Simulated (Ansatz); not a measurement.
Relaxation of a periodic cell of 17 atoms, Mg9O8 (host MgO, host structure Fm-3m, interstitial Mg), to a largest force component of 0.03 eV/Å in at most 60 steps.

Method: DFT r2SCAN, scalar-relativistic, plane waves, PAW in Ansatz. Settings: PAW set soft_1, cutoff 500 eV, k mesh 3x3x3, gaussian smearing 0.05 eV, no spin polarisation.

```xyz
17
Lattice="0.0000 4.1752 4.1752 4.1752 0.0000 4.1752 4.1752 4.1752 0.0000" Properties=species:S:1:pos:R:3
Mg 0.000 0.000 0.000
O 2.088 2.088 2.088
Mg 2.088 2.088 0.000
O 4.175 4.175 2.088
Mg 2.088 0.000 2.088
O 4.175 2.088 4.175
Mg 4.175 2.088 2.088
O 6.263 4.175 4.175
Mg 0.000 2.088 2.088
O 2.088 4.175 4.175
Mg 2.088 4.175 2.088
O 4.175 6.263 4.175
Mg 2.088 2.088 4.175
O 4.175 4.175 6.263
Mg 4.175 4.175 4.175
O 6.263 6.263 6.263
Mg 3.156 3.203 3.123
```

Where does it end, and by what steps?

The forces met the threshold. The force dipped under the threshold on the way, but the program's further checks kept it going. Limits of this set-up: coarse k mesh, a small cell, in which the defect meets its images, a typed lattice constant that wasn't relaxed here. After 6 steps the energy has fallen by 6.521 eV; Mg15 moved furthest, 0.33 Å.

```
step  energy less start (eV)  largest force component (eV/Å)  accepted
   0                  0.0000                           6.982       yes
   1                 -4.1769                           3.828       yes
   2                 -6.2498                           0.863       yes
   3                 -6.4802                           0.243       yes
   4                 -6.5136                           0.119       yes
   5                 -6.5214                           0.024       yes
   6                 -6.5214                           0.024       yes
```

```xyz
17
Lattice="0.0000 4.1752 4.1752 4.1752 0.0000 4.1752 4.1752 4.1752 0.0000" Properties=species:S:1:pos:R:3
Mg -0.009 -0.006 -0.011
O 2.071 2.074 2.069
Mg 2.099 2.102 -0.011
O 4.195 4.197 2.069
Mg 2.099 -0.006 2.097
O 4.195 2.074 4.193
Mg 4.367 1.901 1.896
O 6.356 4.088 4.083
Mg -0.009 2.102 2.097
O 2.071 4.197 4.193
Mg 1.898 4.370 1.896
O 4.085 6.358 4.083
Mg 1.898 1.901 4.365
O 4.085 4.088 6.354
Mg 4.367 4.370 4.365
O 6.356 6.358 6.354
Mg 3.133 3.136 3.131
```

Whether the end is a true minimum wasn't checked by a vibrational analysis.

The run took 71 s on 4 threads of Arm Neoverse V1, on a shared host, peak memory 0.89 GiB.
